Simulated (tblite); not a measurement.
# C7H12 (butylallene): the cost of one run

Programs: tblite 0.8.0 and PySCF 2.14.0, with density-fitted response routines of our own. Each step states its level of theory. These are calculated values for one molecule in the gas phase, unless marked as measured. Atoms are numbered from 0 throughout.

### 1 Starting geometry

19 atoms, charge 0, multiplicity 1; geometry from: force field or distance geometry start.

Bonds of the start (Å): C0–C1 1.30, C1–C2 1.32, C2–C3 1.48, C3–C4 1.52, C4–C5 1.51, C5–C6 1.52, C0–H7 1.07, C0–H8 1.06, C2–H9 1.05, C3–H10 1.11, C3–H11 1.12, C4–H12 1.10, C4–H13 1.10, C5–H14 1.11, C5–H15 1.11, C6–H16 1.12, C6–H17 1.11, C6–H18 1.11.

### 2 Geometry optimisation with GFN2-xTB

What the job is given:

```
{"job": {"kind": "relax", "xc": "GFN2-xTB", "basis": "xTB"}, "charge": 0, "multiplicity": 1}
C     -4.114900     0.084900     0.224200
C     -2.911300    -0.401000     0.110600
C     -1.685500    -0.876000     0.024100
C     -0.609300     0.124400     0.197500
C      0.774900    -0.494000     0.051300
C      1.754100     0.642100     0.259900
C      3.203300     0.203700     0.130900
H     -4.533600     0.082000     1.204500
H     -4.548100     0.440100    -0.675500
H     -1.587500    -1.903400    -0.176400
H     -0.659700     0.966700    -0.518100
H     -0.700900     0.481000     1.252900
H      0.897600    -0.985800    -0.919500
H      0.903500    -1.283200     0.810900
H      1.540900     1.072300     1.263800
H      1.557400     1.391000    -0.530300
H      3.604800     0.630300    -0.825400
H      3.765700     0.727900     0.931900
H      3.338700    -0.893900     0.205800
```

Command:

```console
> OMP_NUM_THREADS=1 python probes_run.py task.json out
```

The driver reads the jobs from task.json and runs them one after another.

**Question.** How long does this first job take on 1 thread of Arm Neoverse V1, shared host?

About 1 s.
